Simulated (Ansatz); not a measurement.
# K: the crystal squeezed far

An exercise on one series of results from a longer session: the logs are not shown, and one member is left open.

Program: Ansatz 0.2.0. Level of theory: DFT, PBEsol, PAW with Ansatz's default frozen-core files, scalar-relativistic. These are calculated values, not measurements.

## Starting point

Symmetry: Fm-3m, No. 225, cubic system. Conventional cell: a = 6.583 Å, b = 6.583 Å, c = 6.583 Å, α = 90.00°, β = 90.00°, γ = 90.00°.

As a file:

```cif
data_structure
_symmetry_space_group_name_H-M 'Fm-3m'
_symmetry_Int_Tables_number 225
_cell_length_a 6.5831
_cell_length_b 6.5831
_cell_length_c 6.5831
_cell_angle_alpha 90.000
_cell_angle_beta 90.000
_cell_angle_gamma 90.000
_cell_volume 285.29
loop_
_atom_site_label
_atom_site_type_symbol
_atom_site_symmetry_multiplicity
_atom_site_Wyckoff_symbol
_atom_site_fract_x
_atom_site_fract_y
_atom_site_fract_z
_atom_site_occupancy
K1 K 4 a 0.00000 0.00000 0.00000 1
```

The file gives the conventional cell by its symmetry; the runs use the cell typed in the input.

Whether this phase is the stable one at these pressures isn't tested.

Set-up of the first run:

Input file input.yaml:

```yaml
crystal:
  lattice:
    - [0.0, 3.2915455456, 3.2915455456]
    - [3.2915455456, 0.0, 3.2915455456]
    - [3.2915455456, 3.2915455456, 0.0]
  atoms:
    - { symbol: K, position: [0.0, 0.0, 0.0] }
kpoints:
  mp_grid: { grid: [11, 11, 11] }
scf:
  occupations: { method: fermi_dirac, width: 0.1 }
hamiltonian:
  xc: pbesol
  pseudopotentials: { kind: paw }
output:
  forces: true
  stress: true
relax:
  f_tol: 0.005
  max_steps: 40
  cell: {}
```

The run is started by

```sh
ansatz run input.yaml --threads 1 --pin off --max-ram 2048MiB --backend cpu --events-out ev --progress --plain --runs-dir out
```

Steps of the session up to this table: Cell relaxed at zero pressure, PAW; Volume scaled by 1, PAW; Volume scaled by 0.9, PAW; Volume scaled by 0.9, PAW (cutoff 1000 eV); Volume scaled by 0.8, PAW; Volume scaled by 0.7, PAW; Volume scaled by 0.6, PAW; Volume scaled by 0.5, PAW; Volume scaled by 0.4, PAW; Volume scaled by 0.4, PAW (cutoff 1000 eV).

One table of the session follows, with a row left open; its other results are not shown here.

| method | volume over the first | volume (Å³/atom) | pressure (GPa) |
| --- | --- | --- | --- |
| PAW | 1 | 71.323 | 0.00 |
| PAW | 0.9 | 64.191 | 0.47 |
| PAW | 0.8 | 57.058 | 1.23 |
| PAW | 0.7 | 49.926 | 2.52 |
| PAW | 0.6 | ? | ? |
| PAW | 0.5 | 35.662 | 8.83 |
| PAW | 0.4 | 28.529 | 16.28 |
| PAW (cutoff 1000 eV) | 0.9 | 64.191 | 0.47 |
| PAW (cutoff 1000 eV) | 0.4 | 28.529 | 16.28 |

Q: Estimate the row for PAW, 0.6 from the others.

**Answer.** volume (Å³/atom): 42.794; pressure (GPa): 4.78. In the column «volume (Å³/atom)» it lies between PAW, 0.5 (35.662) and PAW, 0.7 (49.926).
